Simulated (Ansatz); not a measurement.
# F3HHfS: up Jacob's ladder to CCSD(T)

An exercise on one series of results from a longer session: the logs are not shown, and one member is left open.

Computed with Ansatz 0.2.0, Gaussian basis. Level: functionals in def2-TZVPP, the program's frozen cores in correlated methods.

Levels to be run: LDA (SPW92), PBE-D4, revPBE-D4, BLYP-D4, r2SCAN-D4, B97M-V, PBE0-D4, B3LYP-D4, r2SCANh-D4, r2SCAN0-D4, HSE06-D4, BHLYP-D4, CAM-B3LYP-D4, LC-ωPBE, ωB97X-V, ωB97M-V, B2PLYP, PBE-QIDH; CCSD(T)/def2-SVP; CCSD(T)/def2-TZVPP; MP2/def2-QZVPP; extrapolation to the limit; RPA on PBE.

## Structure used throughout

All runs share one geometry, relaxed beforehand with PBE0-D4 in a triple-zeta def2 set. Hf takes the def2 core potential; no spin-orbit term is included.

6 atoms, charge 0, spin multiplicity 1.

Atoms are counted from 1 here; the program's logs count them from 0.

Bond lengths: F1–Hf2 1.892 Å, Hf2–F3 1.896 Å, Hf2–F4 1.895 Å, Hf2–S5 2.440 Å, S5–H6 1.348 Å. Angles: F1–Hf2–F3 111.3°, F1–Hf2–F4 111.4°, F1–Hf2–S5 107.1°, F3–Hf2–F4 107.4°, F3–Hf2–S5 109.9°, F4–Hf2–S5 109.8°, Hf2–S5–H6 91.5°.

The first run:

File in.yaml:

```yaml
crystal:
  periodic: [false, false, false]
  atoms:
    - {symbol: F, position_ang: [-0.326825, -1.839570, 1.348844]}
    - {symbol: Hf, position_ang: [0.164167, -0.545545, 0.058572]}
    - {symbol: F, position_ang: [2.033292, -0.230715, 0.077707]}
    - {symbol: F, position_ang: [-0.299252, -1.102720, -1.692862]}
    - {symbol: S, position_ang: [-1.028758, 1.509834, 0.613442]}
    - {symbol: H, position_ang: [-0.500624, 2.144716, -0.451803]}
basis:
  gaussian: {orbitals: def2-TZVPP}
hamiltonian: {xc: lda}
output: {orbitals: {seedname: orbitals}}
```

Steps of the session up to this table: LDA; PBE-D4 (GGA); revPBE-D4 (GGA); BLYP-D4 (GGA); r2SCAN-D4 (meta-GGA); B97M-V (meta-GGA); PBE0-D4 (hybrid); B3LYP-D4 (hybrid); r2SCANh-D4 (hybrid); r2SCAN0-D4 (hybrid); HSE06-D4 (hybrid); BHLYP-D4 (hybrid); CAM-B3LYP-D4 (range-separated); LC-ωPBE-D4 (range-separated; the results give it without D4); ωB97X-V (range-separated); ωB97M-V (range-separated); B2PLYP (double hybrid); PBE-QIDH (double hybrid).

One of the session's tables, all rows but one given; the rest of the session is left out.

It belongs to the step «Orbital energies across the functionals». 

| functional | HOMO (eV) | gap (eV) |
| --- | --- | --- |
| LDA (SPW92) | -7.12 | 4.55 |
| PBE-D4 | -6.94 | 4.67 |
| revPBE-D4 | -6.86 | 4.71 |
| BLYP-D4 | -6.77 | 4.60 |
| r2SCAN-D4 | -7.24 | 5.19 |
| B97M-V | -7.28 | 5.24 |
| PBE0-D4 | -8.20 | 6.80 |
| B3LYP-D4 | -7.94 | 6.29 |
| r2SCANh-D4 | ? | ? |
| r2SCAN0-D4 | -8.40 | 7.13 |
| HSE06-D4 | -7.80 | 6.02 |
| BHLYP-D4 | -9.29 | 8.86 |
| CAM-B3LYP-D4 | -9.50 | 9.22 |
| LC-ωPBE | -10.88 | 11.89 |
| ωB97X-V | -10.52 | 11.38 |
| ωB97M-V | -10.35 | 10.81 |

Q: Estimate the row for r2SCANh-D4 from the others.

Worked estimate for «HOMO (eV)». Against the share of exact exchange, r2SCAN-D4 (0, -7.24), r2SCAN0-D4 (0.25, -8.40) give a slope of -4.64 per unit share; at 0.1 the line stands at -7.70.

**Answer.** HOMO (eV): -7.71; gap (eV): 5.96. In «HOMO (eV)» the line misses by +0.01.
